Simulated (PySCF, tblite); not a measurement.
**C6H5NP2: geometry, infrared bands and NMR shifts**

What infrared bands and NMR shifts should C6H5NP2 (`Cc1pcc(C#N)cp1`) show?

Programs: tblite 0.8.0 and PySCF 2.14.0, with density-fitted response routines of our own. Each step states its level of theory. These are calculated values for one molecule in the gas phase, unless marked as measured. Atoms are numbered from 0 throughout.

**1. Starting geometry**

14 atoms, charge 0, multiplicity 1; geometry from: force field or distance geometry start.

Bonds of the start (Å): C0–C1 1.51, C1–P2 1.82, P2–C3 1.84, C3–C4 1.42, C4–C5 1.44, C5–N6 1.15, C4–C7 1.41, C7–P8 1.83, P8–C1 1.85, C0–H9 1.09, C0–H10 1.09, C0–H11 1.09, C3–H12 1.08, C7–H13 1.08.

**2. Relaxing the molecule with GFN2-xTB**

The job: settings as JSON, then the geometry in Å.

```
{"job": {"kind": "relax", "xc": "GFN2-xTB", "basis": "xTB"}, "charge": 0, "multiplicity": 1}
C      2.579300    -0.978500    -0.106100
C      1.368600    -0.082100    -0.041400
P      0.775000     0.780200    -1.536000
C     -1.034100     0.604800    -1.226100
C     -1.626600     0.493400     0.064000
C     -3.067800     0.405300     0.074800
N     -4.219700     0.332900     0.090200
C     -0.981300     0.454300     1.316000
P      0.827400     0.598000     1.589000
H      3.485700    -0.382100    -0.082800
H      2.588100    -1.676500     0.735700
H      2.555500    -1.575000    -1.021900
H     -1.669200     0.639700    -2.093900
H     -1.581600     0.385200     2.216400
```

The run is started by

```sh
$ OMP_NUM_THREADS=1 python probes_run.py task.json out
```

The driver reads the jobs from task.json and runs them one after another.

**Question.** This job is followed by: GFN2-xTB harmonic vibrations, gas phase; GIAO PBE0/pcSseg-1 NMR shielding, non-relativistic, gas phase. What will the session give for the following? strongest single infrared mode (GFN2-xTB); zero-point energy (GFN2-xTB); 13C shifts against TMS (PBE0/pcSseg-1, means over atoms taken as alike); 1H shifts against TMS (PBE0/pcSseg-1, means over atoms taken as alike); 31P shifts against H3PO4 (PBE0/pcSseg-1, means over atoms taken as alike); 15N shifts against NH3 (PBE0/pcSseg-1); surface potential, 1st and 99th percentile.

As calculated:

| quantity | value |
| --- | --- |
| strongest single infrared mode (GFN2-xTB) | 2371 cm⁻¹, 263 km/mol |
| zero-point energy (GFN2-xTB) | 57.4 kcal/mol |
| 13C shifts against TMS (PBE0/pcSseg-1, means over atoms taken as alike) | 223.5, 167.4, 125.4, 120.0, 32.1 ppm |
| 1H shifts against TMS (PBE0/pcSseg-1, means over atoms taken as alike) | 9.57, 3.49 ppm |
| 31P shifts against H3PO4 (PBE0/pcSseg-1, means over atoms taken as alike) | 261.9 ppm |
| 15N shifts against NH3 (PBE0/pcSseg-1) | 315.1 ppm |
| surface potential, 1st and 99th percentile | -1.62 V and 1.24 V |

What this shows: Over 56 steps the energy fell by 1.439 eV; of the close pairs, P2–C3 changed most, 1.844 to 1.730 Å. All 36 modes are real, so the xTB geometry is a minimum. The strongest single mode, at 2371 cm⁻¹, moves mainly C5 and N6. Unscaled tight-binding wavenumbers are off by several per cent, some by more. Its intensities can rank the bands wrongly. At PBE0/pcSseg-1: The largest span, 732 ppm, is at P2, P8, where the paramagnetic term is -912 ppm. NICS(1)zz of -24 ppm above the planar ring from C1 marks a diatropic (aromatic) ring current. By nearest atom (PBE0/pcSseg-1), the HOMO sits on C1 29 %; P2, P8 about 14 % each and the LUMO on P2, P8 about 25 % each; C3, C7 about 17 % each.
